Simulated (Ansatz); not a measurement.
Geometry optimisation, DFT PBE, scalar-relativistic, plane waves, PAW (Ansatz 0.2.0).

input.yaml

```yaml
crystal:
  lattice:
    - [5.567759, 0.0, 0.0]
    - [2.783879, 4.821821, 0.0]
    - [0.0, 0.0, 17.68257]
  atoms:
    - { symbol: Mg, position: [0.0, 0.0, 0.0565529] }
    - { symbol: O, position: [0.3333333, 0.8333333, 0.120826] }
    - { symbol: Mg, position: [0.0, 0.5, 0.0565529] }
    - { symbol: O, position: [0.3333333, 0.3333333, 0.120826] }
    - { symbol: Mg, position: [0.5, 0.0, 0.0565529] }
    - { symbol: O, position: [0.8333333, 0.8333333, 0.120826] }
    - { symbol: Mg, position: [0.5, 0.5, 0.0565529] }
    - { symbol: O, position: [0.8333333, 0.3333333, 0.120826] }
    - { symbol: Mg, position: [0.6666667, 0.6666667, 0.1850991] }
    - { symbol: O, position: [0.0, 0.5, 0.2493722] }
    - { symbol: Mg, position: [0.6666667, 0.1666667, 0.1850991] }
    - { symbol: O, position: [0.0, 0.0, 0.2493722] }
    - { symbol: Mg, position: [0.1666667, 0.6666667, 0.1850991] }
    - { symbol: O, position: [0.5, 0.5, 0.2493722] }
    - { symbol: Mg, position: [0.1666667, 0.1666667, 0.1850991] }
    - { symbol: O, position: [0.5, 0.0, 0.2493722] }
    - { symbol: Mg, position: [0.3333333, 0.3333333, 0.3136454] }
    - { symbol: O, position: [0.6666667, 0.1666667, 0.3779185] }
    - { symbol: Mg, position: [0.3333333, 0.8333333, 0.3136454] }
    - { symbol: O, position: [0.6666667, 0.6666667, 0.3779185] }
    - { symbol: Mg, position: [0.8333333, 0.3333333, 0.3136454] }
    - { symbol: O, position: [0.1666667, 0.1666667, 0.3779185] }
    - { symbol: Mg, position: [0.8333333, 0.8333333, 0.3136454] }
    - { symbol: O, position: [0.1666667, 0.6666667, 0.3779185] }
basis:
  ecutwfc: 420.0
kpoints:
  mp_grid: { grid: [2, 2, 1] }
hamiltonian:
  xc: pbe
  pseudopotentials: { kind: paw, azcp: { folder: soft_1 } }
scf:
  occupations: { method: fermi_dirac, width: 0.05 }
  lower_state_search: "off"
relax:
  f_tol: 0.08
  max_steps: 25
  adjacent_minimum: "off"
  constraints: [{ sites: [0, 1, 2, 3, 4, 5, 6, 7] }]
```

Command:

```bash
$ ansatz run input.yaml --threads 2 --pin off --max-ram 5120MiB --backend cpu --events-out ev --progress --plain --runs-dir out
```

Question: Where does it end, and by what steps?

Answer: The forces met the threshold. Limits of this set-up: coarse k mesh, thin slab, slab without dipole correction. After 4 steps the energy has fallen by 3.068 eV; O18 moved furthest, 0.54 Å.

```csv
step,energy less start (eV),largest force component (eV/Å),accepted
0,0.0000,2.378,yes
1,-1.7385,1.407,yes
2,-2.7862,0.649,yes
3,-3.0599,0.145,yes
4,-3.0677,0.026,yes
```

```xyz
24
Lattice="5.5678 0.0000 0.0000 2.7839 4.8218 0.0000 0.0000 0.0000 17.6826" Properties=species:S:1:pos:R:3
Mg 0.000 0.000 1.000
O 4.176 4.018 2.137
Mg 1.392 2.411 1.000
O 2.784 1.607 2.137
Mg 2.784 0.000 1.000
O 6.960 4.018 2.137
Mg 4.176 2.411 1.000
O 5.568 1.607 2.137
Mg 5.568 3.215 3.542
O 1.392 2.411 4.677
Mg 4.176 0.804 3.542
O 0.000 0.000 4.677
Mg 2.784 3.215 3.542
O 4.176 2.411 4.677
Mg 1.392 0.804 3.542
O 2.784 0.000 4.677
Mg 2.784 1.607 6.082
O 4.176 0.804 7.227
Mg 4.176 4.018 6.082
O 5.568 3.215 7.227
Mg 5.568 1.607 6.082
O 1.392 0.804 7.227
Mg 6.960 4.018 6.082
O 2.784 3.215 7.227
```

Run time: 31 s on 2 threads of Intel(R) Xeon(R) Platinum 8259CL CPU @ 2.50GHz (Skylake/Cascade Lake) (shared host), peak memory 0.84 GiB.
